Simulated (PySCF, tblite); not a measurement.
# 3-methylhexane: geometry, infrared bands, NMR shifts and electronic excitations

What infrared bands, NMR shifts and electronic excitations should 3-methylhexane (`CCC[C@H](C)CC`) show?

The runs use tblite 0.8.0 and PySCF 2.14.0, with density-fitted response routines of our own; the level of theory stands in each step. All values are computed, except where a source is named. Atoms are numbered from 0 throughout.

## Step 1: Starting geometry

23 atoms, charge 0, multiplicity 1; geometry from: GFN2-xTB.

Bonds of the start (Å): C0–C1 1.52, C1–C2 1.53, C2–C3 1.53, C3–C4 1.53, C3–C5 1.53, C5–C6 1.52, C0–H7 1.09, C0–H8 1.09, C0–H9 1.09, C1–H10 1.09, C1–H11 1.09, C2–H12 1.09, C2–H13 1.09, C3–H14 1.10, C4–H15 1.09, C4–H16 1.09, C4–H17 1.09, C5–H18 1.09, C5–H19 1.09, C6–H20 1.09, C6–H21 1.09, C6–H22 1.09.

## Step 2: Infrared spectrum with GFN2-xTB

Job settings and geometry (Å):

```
{"job": {"kind": "ir", "xc": "GFN2-xTB", "basis": "xTB"}, "charge": 0, "multiplicity": 1}
C      3.310537     0.080866     0.258033
C      1.943854    -0.592218     0.206820
C      0.820421     0.431082     0.053844
C     -0.587954    -0.177102     0.085071
C     -0.838394    -1.054909    -1.138847
C     -1.629532     0.946108     0.179770
C     -3.037634     0.452956     0.493822
H      3.492173     0.643611    -0.655285
H      4.098196    -0.661619     0.364302
H      3.370443     0.767833     1.099639
H      1.786071    -1.164400     1.124300
H      1.928483    -1.292013    -0.629830
H      0.953950     0.976950    -0.883279
H      0.905347     1.154431     0.869179
H     -0.672605    -0.798891     0.983926
H     -1.839760    -1.475879    -1.114668
H     -0.134095    -1.881609    -1.174213
H     -0.732645    -0.470549    -2.050742
H     -1.639405     1.504296    -0.759377
H     -1.323547     1.637093     0.969153
H     -3.708702     1.298452     0.629028
H     -3.431248    -0.162922    -0.310137
H     -3.038705    -0.134582     1.409571
```

**Question.** This job is followed by: PBE0-D3(BJ)/def2-SVP geometry optimisation, gas phase; GIAO PBE0/pcSseg-1 NMR shielding, non-relativistic, gas phase; TDDFT PBE0/def2-SVPD, vertical, gas phase, core orbitals frozen in the response; GIAO mPW1PW91/pcSseg-1 NMR shielding, non-relativistic, gas phase. Predict these results of the whole session: strongest single infrared mode (GFN2-xTB); zero-point energy (GFN2-xTB); point group; rotational constants (main isotopes); ¹³C shifts against TMS (PBE0/pcSseg-1); ¹H shifts against TMS (PBE0/pcSseg-1, means over atoms taken as alike); lowest singlet (PBE0/def2-SVPD); brightest single state of those computed; lowest triplet; vertical ionisation energy (ΔSCF); range of the shift of C2.

The runs gave:

```
                                                              quantity                                                           value
                             strongest single infrared mode (GFN2-xTB)                                            3031 cm⁻¹, 89 km/mol
                                          zero-point energy (GFN2-xTB)                                                  135.0 kcal/mol
                                                           point group                                                              C1
                                  rotational constants (main isotopes)                                            5.82, 1.10, 0.99 GHz
                                ¹³C shifts against TMS (PBE0/pcSseg-1)                    44.5, 38.0, 34.5, 24.4, 17.7, 16.8, 14.2 ppm
¹H shifts against TMS (PBE0/pcSseg-1, means over atoms taken as alike)  1.45, 1.24, 1.07, 0.98, 0.98, 0.98, 0.87, 0.87, 0.83, 0.79 ppm
                                       lowest singlet (PBE0/def2-SVPD)                                     8.30 eV (149 nm), f = 0.002
                              brightest single state of those computed                                    state 10, 9.09 eV, f = 0.108
                                                        lowest triplet                                                         8.17 eV
                                     vertical ionisation energy (ΔSCF)                                                        10.31 eV
                                              range of the shift of C2                                                44.0 to 44.5 ppm
```

What this shows: No mode is imaginary among the 63: a minimum at this level. Unscaled tight-binding wavenumbers are off by several per cent, some by more. Its intensities can rank the bands wrongly. Over 3 steps the energy fell by 0.070 eV; of the close pairs, C4–H17 changed most, 1.088 to 1.103 Å. At PBE0/pcSseg-1: The largest span, 51 ppm, is at C2, where the paramagnetic term is -111 ppm. The lowest singlet, at 8.30 eV, is HOMO→LUMO 0.96 and is weak; of the 10 states computed, the strongest absorption comes from state 10 at 9.09 eV (the last computed, so partners may be missing). The lowest triplet lies 0.14 eV below the lowest singlet (triplets in Tamm-Dancoff, singlets in full TDDFT). ΔSCF puts the ionisation energy at 10.31 eV, 1.72 eV above −ε(HOMO). In ppm, C2 moves most: its shift spreads over 0.4 ppm, from 44.0 (mPW1PW91/pcSseg-1) to 44.5 (PBE0/pcSseg-1).
